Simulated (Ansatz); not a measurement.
**Ti2Cd: properties at the relaxed cell**

An exercise on one series of results from a longer session: the logs are not shown, and one member is left open.

Computed with Ansatz 0.2.0 (DFT PBEsol, scalar-relativistic, plane waves, PAW, unless a step's input says otherwise).

1 further run of the same task is left out (set aside as unsound or not needed).

### The structure to begin with

Symmetry: I4/mmm, No. 139, tetragonal system. The conventional cell has a = 2.820 Å, b = 2.820 Å, c = 13.287 Å, α = 90.00°, β = 90.00°, γ = 90.00°. Ti (site symmetry 4mm) is surrounded by 8 Ti at 2.79 to 2.82 Å and 4 Cd at 3.08 Å. Around Cd (site symmetry 4/mmm) lie 4 Cd at 2.82 Å and 8 Ti at 3.08 Å.

Structure file:

```xyz
3
Lattice="-1.4099 1.4099 6.6435 1.4099 -1.4099 6.6435 1.4099 1.4099 -6.6435" Properties=species:S:1:pos:R:3 pbc="T T T"
Ti    0.0000    0.0000    4.2982
Ti    0.0000    0.0000    8.9889
Cd    0.0000    0.0000    0.0000
```

This cell was relaxed beforehand with the same method: volume 17.61 Å³/atom, gap on the mesh none (metal).

The first run:

File input.yaml:

```yaml
crystal:
  lattice:
    - [-1.3956240131, 1.3956240131, 6.5764332893]
    - [1.3956240131, -1.3956240131, 6.5764332893]
    - [1.3956240131, 1.3956240131, -6.5764332893]
  atoms:
    - { symbol: Ti, position: [0.3234844569, 0.3234844569, 0.0] }
    - { symbol: Ti, position: [0.6765155431, 0.6765155431, 0.0] }
    - { symbol: Cd, position: [0.0, 0.0, 0.0] }
basis:
  ecutwfc: 420
kpoints:
  mp_grid: { grid: [20, 20, 20] }
hamiltonian:
  xc: pbesol
scf:
  occupations: { method: gaussian, width: 0.1 }
output:
  forces: true
  stress: true
  eigenvalues: true
  write_density: true
  write_potential: true
  elf: true
  volumetric_format: npy
relax:
  adjacent_minimum: "off"
  f_tol: 0.01
  max_steps: 30
  cell: { stress_tol: 0.1, fix: [volume] }
```

Launch:

```console
ansatz run input.yaml --threads 1 --pin off --max-ram 2560MiB --backend cpu --events-out ev --progress --plain --runs-dir out
```

Steps of the session up to this table: Point at V/V0 = 0.97; The cell scaled to 1.03 of its volume; Volume × 0.94; The cell scaled to 1.06 of its volume; Point at V/V0 = 0.91; Point at V/V0 = 1.10; Point at V/V0 = 0.88.

One table of the session follows, with a row left open; its other results are not shown here.

It belongs to the step «Equation of state». 

| volume (Å³/atom) | energy above the lowest point (meV/atom) | pressure (GPa) |
| --- | --- | --- |
| 15.494 | 102.9 | 17.50 |
| 16.023 | 54.5 | 11.99 |
| 16.551 | ? | ? |
| 17.079 | 5.4 | 3.36 |
| 17.607 | 0.0 | 0.01 |
| 18.136 | 4.7 | -2.81 |
| 18.664 | 17.9 | -5.19 |
| 19.368 | 46.5 | -7.79 |

**Question.** Estimate the row for volume (Å³/atom) = 16.551.

Worked estimate for «energy above the lowest point (meV/atom)». A straight line through the neighbours (16.023, 54.5) and (17.079, 5.4) gives 54.5 + (5.4 − 54.5) × (16.551 − 16.023) / (17.079 − 16.023) = 30.0; a parabola fitted to 4 rows on both sides gives 22.8.

The run gave: energy above the lowest point (meV/atom): 22.9; pressure (GPa): 7.32. In «energy above the lowest point (meV/atom)» the line misses by +7.1 and the parabola by -0.1.
